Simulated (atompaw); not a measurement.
# A PAW (atompaw) potential for Yb, from input to tests

Aim: build the potential from the settings below, then test how well it stands in for the atom: scattering, ghost states and the plane-wave cutoff that it needs.

Program: atompaw 4.2.0.5. Reference atom: PBE, scalar-relativistic, spherical and spin-unpolarised. All values are calculated.

## (1) Starting point

The settings as typed:

| Quantity | Value |
| --- | --- |
| element | ytterbium (Yb, Z = 70) |
| type | PAW |
| frozen core | [Kr] 4d10 |
| valence charge | 24 |
| reference configuration | 4f14 5s2 5p6 5d0 6s0 6p0 (charge +2) |
| partial waves | 5s (bound): rc 1.95 bohr; 6s (bound, empty): rc 3.00 bohr; 5p (bound): rc 1.70 bohr; 6p (bound, empty): rc 3.00 bohr; 5d (bound, empty): rc 3.00 bohr; 5d channel at -0.65 Ry: rc 3.00 bohr; 4f (bound): rc 0.55 bohr; 4f channel at 1.05 Ry: rc 0.55 bohr |
| local potential | troulliermartins scheme with l = 4 at 0 Ry, radius 2.55 bohr |
| core correction | smooth core density matched at 1.75 bohr |
| augmentation charge | sinc compensation charge, radius 2.90 bohr; PAW radius 3.00 bohr; waves and projectors: custom polynom gramschmidtortho |

The nodes and maxima of the atom's own shells, from an earlier all-electron run, set the scale for the radii.

All-electron outer shells of the reference configuration (PBE, scalar-relativistic, ld1.x):

| shell | level (eV) | outermost node (bohr) | outermost maximum (bohr) |
| --- | --- | --- | --- |
| 4p | -352.82 | 0.26 | 0.48 |
| 4d | -192.52 | 0.24 | 0.49 |
| 5s | -69.72 | 0.58 | 1.07 |
| 5p | -42.15 | 0.62 | 1.24 |
| 4f | -17.63 | – | 0.49 |
| 6s | -15.26 | 1.45 | 2.90 |
| 5d | -13.38 | 0.70 | 1.85 |
| 6p | -10.45 | 1.75 | 3.58 |

## (2) The generation run

Yb.input

```
Yb 70
GGA-PBE scalarrelativistic loggrid 2001 logderivrange -7 5 301
6 6 5 4 0 0
6 0 0
6 1 0
5 2 0
0 0 0
c
c
c
c
v
v
c
c
c
v
v
c
c
v
v
3
3.00 2.90 2.55 1.75
n
n
y
-0.65
n
y
1.05
n
custom polynom gramschmidtortho sinc
4 0 troulliermartins
1.95
3.00
1.70
3.00
3.00
3.00
0.55
0.55
PWSCFOUT
UPFDX 0.0125d0 UPFXMIN -7.d0 UPFZMESH 70.d0
END
```

Command:

```bash
$ atompaw < Yb.input > Yb.log
```

Q: Predict the outcome of this session. Wanted: cutoffs; bound ghosts; largest phase difference near zero energy, channels read; lowest eigenvalue of the overlap; share of valence orbitals outside the PAW sphere; UPF file.

**Answer**, as computed:

| quantity | value |
| --- | --- |
| cutoffs | not determined |
| bound ghosts | not determined |
| largest phase difference near zero energy, channels read | 2.871 rad |
| lowest eigenvalue of the overlap (Bessel basis) | 0.420 (s) |
| share of valence orbitals outside the PAW sphere | 5s 0 %, 6s 56 %, 5p 1 %, 6p 80 %, 5d 25 %, 4f 0 % |
| UPF file | written |

**Reading.** Even at 400 Ry an occupied level stays 12 mRy from its reference, so no cutoffs are read. Ghosts could not be judged. Of the channels read, p scatters worst near zero energy, by up to 2.87 rad. A step near π is an extra or missing state, not a misfit of shape. The pseudo curves have a pole with no partner nearby in the atom's: p at -0.02 Ry. All of this concerns the isolated atom, not yet a solid.
